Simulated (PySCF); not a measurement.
**BeH: bond curves at several levels of theory**

An exercise on one series of results from a longer session: the logs are not shown, and one member is left open.

Program: PySCF 2.14.0. Level of theory: Be aug-pcseg-1, H aug-pcseg-1, no relativity. These are calculated values, not measurements.

Set-up of the first run:

The job is set up so:

```yaml
atoms: Be, H
charge: 0
basis: Be aug-pcseg-1, H aug-pcseg-1
Hamiltonian: no relativity
basis_functions: 22
electrons_treated: 5
masses_in_u: 9.0122, 1.0078
levels: PBE0, PBE, r²SCAN, B2PLYP, TPSSh, BP86, ωB97X, HF, MP2, SCS-MP2, CCSD, CCSD(T)
grid: 80 radial by 434 angular points
occupations: held fixed by the projection of orbital angular momentum
dissociation_limit: Be + H, each in its ground configuration
starting_distance_in_angstrom: 1.280
values_of_2S_to_try: 1, 3
```

Command:

```
> OMP_NUM_THREADS=1 python dia.py task.json out
```

Among the steps run: The job; First curve: PBE0; Excited determinants; PBE; r²SCAN (meta-GGA); B2PLYP (double hybrid); TPSSh; BP86 (GGA); ωB97X (range-separated hybrid); UHF (mean field); Correlated methods on the Hartree–Fock reference.

One of the session's tables, all rows but one given; the rest of the session is left out.

It belongs to the step «The curves together». Energy (eV) from each level's lowest point:

| R (Å) | UHF | UHF-MP2 | UHF-SCS-MP2 | UHF-CCSD | UHF-CCSD(T) |
| --- | --- | --- | --- | --- | --- |
| 1.164 | 0.316 | 0.303 | 0.303 | n/a | n/a |
| 1.219 | 0.141 | 0.134 | 0.133 | 0.145 | 0.146 |
| 1.273 | 0.041 | 0.038 | 0.038 | 0.045 | 0.046 |
| 1.313 | 0.006 | 0.005 | 0.005 | 0.009 | 0.010 |
| 1.354 | 0.000 | 0.000 | 0.000 | 0.000 | 0.000 |
| 1.395 | 0.018 | 0.018 | 0.018 | 0.013 | 0.013 |
| 1.449 | 0.071 | 0.072 | 0.072 | 0.059 | 0.058 |
| 1.516 | ? | ? | ? | ? | ? |
| 1.598 | 0.345 | 0.342 | 0.339 | 0.298 | 0.295 |
| 1.706 | 0.611 | 0.604 | 0.600 | n/a | n/a |

Q: Estimate the row for R (Å) = 1.516 from the others.

Worked estimate for «UHF». A straight line through the neighbours (1.449, 0.071) and (1.598, 0.345) gives 0.071 + (0.345 − 0.071) × (1.516 − 1.449) / (1.598 − 1.449) = 0.194; a parabola fitted to 4 rows on both sides gives 0.180.

The run gave: UHF: 0.177; UHF-MP2: 0.177; UHF-SCS-MP2: 0.175; UHF-CCSD: 0.152; UHF-CCSD(T): 0.150. In «UHF» the line misses by +0.017 and the parabola by +0.003.
